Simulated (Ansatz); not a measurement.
**F₃H₃MoO₃: one species, many methods**

The task here is to estimate one member of a computed series from the others.

Computed with Ansatz 0.2.0, Gaussian basis. Level: functionals in def2-TZVPP, the program's frozen cores in correlated methods.

Levels to be run: LDA (SPW92), PBE-D4, revPBE-D4, BLYP-D4, r2SCAN-D4, B97M-V, PBE0-D4, B3LYP-D4, r2SCANh-D4, r2SCAN0-D4, HSE06-D4, BHLYP-D4, CAM-B3LYP-D4, LC-ωPBE, ωB97X-V, ωB97M-V, B2PLYP, PBE-QIDH; CCSD(T)/def2-SVP; MP2/def2-TZVPP; MP2/def2-QZVPP; RPA on PBE.

## Structure used throughout

All runs share one geometry, relaxed beforehand with PBE0-D4 in a triple-zeta def2 set. Mo takes the def2 core potential; no spin-orbit term is included.

SMILES `[OH][Mo]([OH])([OH])([F])([F])[F]`, 10 atoms, charge 0, spin multiplicity 1.

Atoms are counted from 1 here; the program's logs count them from 0.

Bond lengths: O1–Mo2 1.844 Å, O1–H8 0.964 Å, Mo2–O3 1.844 Å, Mo2–O4 1.846 Å, Mo2–F5 1.838 Å, Mo2–F6 1.914 Å, Mo2–F7 1.868 Å, O3–H9 0.964 Å, O4–H10 0.962 Å. Angles: Mo2–O1–H8 120.9°, O1–Mo2–O3 158.6°, O1–Mo2–O4 100.7°, O1–Mo2–F5 90.2°, O1–Mo2–F6 79.5°, O1–Mo2–F7 91.4°, O3–Mo2–O4 100.7°, O3–Mo2–F5 90.2°, O3–Mo2–F6 79.4°, O3–Mo2–F7 91.4°, O4–Mo2–F5 88.2°, O4–Mo2–F6 170.9°, O4–Mo2–F7 83.2°, F5–Mo2–F6 100.9°, F5–Mo2–F7 171.5°, F6–Mo2–F7 87.6°, Mo2–O3–H9 120.9°, Mo2–O4–H10 124.7°.

Set-up of the first run:

The input, in.yaml:

```yaml
crystal:
  periodic: [false, false, false]
  atoms:
    - {symbol: O, position_ang: [-1.677907, -0.611696, 0.416714]}
    - {symbol: Mo, position_ang: [-0.044241, 0.050370, -0.123508]}
    - {symbol: O, position_ang: [1.454390, 1.124269, -0.133031]}
    - {symbol: O, position_ang: [0.311301, -1.047344, -1.563819]}
    - {symbol: F, position_ang: [-0.886134, 1.202355, -1.282643]}
    - {symbol: F, position_ang: [-0.266938, 0.978405, 1.536060]}
    - {symbol: F, position_ang: [0.859055, -1.277537, 0.829755]}
    - {symbol: H, position_ang: [-2.080729, -0.321362, 1.242739]}
    - {symbol: H, position_ang: [1.629989, 1.735151, 0.591448]}
    - {symbol: H, position_ang: [0.784314, -1.883911, -1.510815]}
basis:
  gaussian: {orbitals: def2-TZVPP}
hamiltonian: {xc: lda}
output: {orbitals: {seedname: orbitals}}
```

Command:

```sh
> ansatz run in.yaml --threads 8 --pin off --events-out ev --progress --plain --max-ram 20889MiB
```

Steps of the session up to this table: LDA; PBE-D4 (GGA); revPBE-D4 (GGA); BLYP-D4 (GGA); r2SCAN-D4 (meta-GGA); B97M-V (meta-GGA); PBE0-D4 (hybrid); B3LYP-D4 (hybrid); r2SCANh-D4 (hybrid); r2SCAN0-D4 (hybrid); HSE06-D4 (hybrid); BHLYP-D4 (hybrid); CAM-B3LYP-D4 (range-separated); LC-ωPBE (range-separated); ωB97X-V (range-separated); ωB97M-V (range-separated); B2PLYP (double hybrid); PBE-QIDH (double hybrid).

One of the session's tables, all rows but one given; the rest of the session is left out.

It belongs to the step «Orbital energies across the functionals». 

| functional | HOMO (eV) | LUMO (eV) | gap (eV) |
| --- | --- | --- | --- |
| LDA (SPW92) | -8.36 | -4.89 | 3.48 |
| PBE-D4 | -8.12 | -4.65 | 3.47 |
| revPBE-D4 | -8.03 | -4.55 | 3.48 |
| BLYP-D4 | -8.05 | -4.60 | 3.46 |
| r2SCAN-D4 | ? | ? | ? |
| B97M-V | -8.67 | -4.75 | 3.92 |
| PBE0-D4 | -9.93 | -4.11 | 5.83 |
| B3LYP-D4 | -9.67 | -4.34 | 5.33 |
| r2SCANh-D4 | -9.24 | -4.52 | 4.72 |
| r2SCAN0-D4 | -10.25 | -4.16 | 6.09 |
| HSE06-D4 | -9.52 | -4.48 | 5.04 |
| BHLYP-D4 | -11.68 | -3.42 | 8.26 |
| CAM-B3LYP-D4 | -11.44 | -3.08 | 8.36 |
| LC-ωPBE | -12.73 | -1.87 | 10.85 |
| ωB97X-V | -12.40 | -1.95 | 10.45 |
| ωB97M-V | -12.35 | -1.97 | 10.39 |

Q: Estimate the row for r2SCAN-D4 from the others.

Worked estimate for «HOMO (eV)». Against the share of exact exchange, r2SCANh-D4 (0.1, -9.24), r2SCAN0-D4 (0.25, -10.25) give a slope of -6.73 per unit share; at 0 the line stands at -8.57.

As computed: HOMO (eV): -8.56; LUMO (eV): -4.75; gap (eV): 3.82. In «HOMO (eV)» the line misses by -0.01.
